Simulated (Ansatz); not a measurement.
# HOs2: the cost of one run

Program: Ansatz 0.2.0. Level of theory: DFT PBE, scalar-relativistic, plane waves, PAW. These are calculated values, not measurements.

### 1 Starting point

The structure is trigonal, space group R-3m (No. 166). The conventional cell has a = 2.957 Å, b = 2.957 Å, c = 13.397 Å, α = 90.00°, β = 90.00°, γ = 120.00°. H (site symmetry -3m) has 6 Os at 2.04 Å as nearest neighbours. Os (site symmetry 3m) has 3 H at 2.04 Å as nearest neighbours.

Structure file:

```
CELL_PARAMETERS angstrom
1.47862 0.85368 4.46582
-1.47862 0.85368 4.46582
0.00000 -1.70737 4.46582
ATOMIC_POSITIONS crystal
H 0.00000 0.00000 0.00000
Os 0.75000 0.75000 0.75000
Os 0.25000 0.25000 0.25000
```

(A quick probe on a coarse mesh, which set the mesh and smearing, is not shown.)

### 3 A loose first relaxation

File input.yaml:

```yaml
crystal:
  lattice:
    - [1.4786217191, 0.8536826475, 4.465815842]
    - [-1.4786217191, 0.8536826475, 4.465815842]
    - [0.0, -1.7073652951, 4.465815842]
  atoms:
    - { symbol: H, position: [0.0, 0.0, 0.0] }
    - { symbol: Os, position: [0.75, 0.75, 0.75] }
    - { symbol: Os, position: [0.25, 0.25, 0.25] }
basis:
  ecutwfc: 420
kpoints:
  mp_grid: { grid: [6, 6, 6] }
hamiltonian:
  xc: pbe
scf:
  occupations: { method: gaussian, width: 0.1 }
  lower_state_search: "off"
output:
  forces: true
  stress: true
  eigenvalues: true
relax:
  adjacent_minimum: "off"
  f_tol: 0.04
  max_steps: 70
  cell: { stress_tol: 0.4 }
```

Run with:

```bash
ansatz run input.yaml --threads 1 --pin off --max-ram 2560MiB --backend cpu --events-out ev --progress --plain --runs-dir out
```

What time and memory should one allow on 1 thread of Intel Xeon at 2.70GHz, shared host?

About 10 s, with a peak of 0.33 GiB.
